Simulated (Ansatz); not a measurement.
Write a Python script for Ansatz 0.2.0 through its Python package that makes the energy of protonation at one site of H₃NOSn, SMILES [NH2][Sn][OH]. Level of theory (for the species named): MP2, def2-SVP basis, multiplicity 1.

Input file `h3nosn.xyz`:
```text
6

N    -0.98750   -0.23060   -0.90530
Sn    0.28150   -1.28900    0.21730
O     1.56470   -0.06590    1.05100
H    -0.38910    0.36610   -1.60630
H    -1.47150    0.50490   -0.29250
H     1.04400    0.65040    1.48970
```

`h3nosn.py`:
```python
"""Proton affinity of H3NOSn at one site."""

import ansatz as az
import numpy as np


def main() -> None:
    h3nosn = az.Crystal.molecule_from_extxyz("h3nosn.xyz")

    model = (
        h3nosn.calculation()
        .basis(gaussian="def2-SVP")
        .correlation("mp2")
    )
    symbols = [site.symbol for site in h3nosn.cartesian_sites]
    start = np.array([site.position_ang for site in h3nosn.cartesian_sites], dtype=float)
    data = model.relax(force_tolerance=0.01, max_steps=100).run(threads=1).report
    end = np.array(data["positions_ang"])

    # start the new hydrogen opposite the existing bonds
    away = sum((end[0] - end[j]) / np.linalg.norm(end[0] - end[j]) for j in [1, 3, 4]) + np.array([0.15, 0.1, -0.2])
    proton = end[0] + 1.0 * away / np.linalg.norm(away)
    acid = az.Crystal.molecule()
    for symbol, place in zip(symbols, end):
        acid = acid.atom(symbol, place.tolist())
    acid = acid.atom("H", proton.tolist())
    protonated = acid.calculation()
    protonated = protonated.basis(gaussian="def2-SVP")
    protonated = protonated.correlation("mp2")
    protonated = protonated.charge(1).relax(force_tolerance=0.01, max_steps=80)
    after = protonated.run(threads=1).report
    xyz = np.array(after["positions_ang"])
    reach = np.linalg.norm(xyz[:-1] - xyz[-1], axis=1)
    print(f"base {data['free_energy_ev']:.5f} eV, protonated {after['free_energy_ev']:.5f} eV")
    print(f"the proton ends {reach.min():.3f} A from {symbols[reach.argmin()]}{reach.argmin()}")
    print(f"electronic proton affinity {23.060548 * (data['free_energy_ev'] - after['free_energy_ev']):.1f} kcal/mol")


if __name__ == "__main__":
    main()
```

`python h3nosn.py` gives:
```text
base -9382.14276 eV, protonated -9392.46953 eV
the proton ends 1.026 A from N0
electronic proton affinity 238.1 kcal/mol
```

Reading the output:
- Total energies depend on the basis set; only differences at equal settings carry meaning.
- The proton is put on one chosen atom, which needn't be the most basic site, so the molecule's proton affinity can be higher; the ends are stationary points, not checked by frequencies, and zero-point and thermal terms count only where printed.
- def2 sets replace the cores of elements past krypton by effective core potentials.
- Run time: 68 s on 1 thread of Arm Neoverse V1, with other jobs on the host, peak memory 0.24 GiB.

(Lines on the test bed's own set-up are left out of the output.)
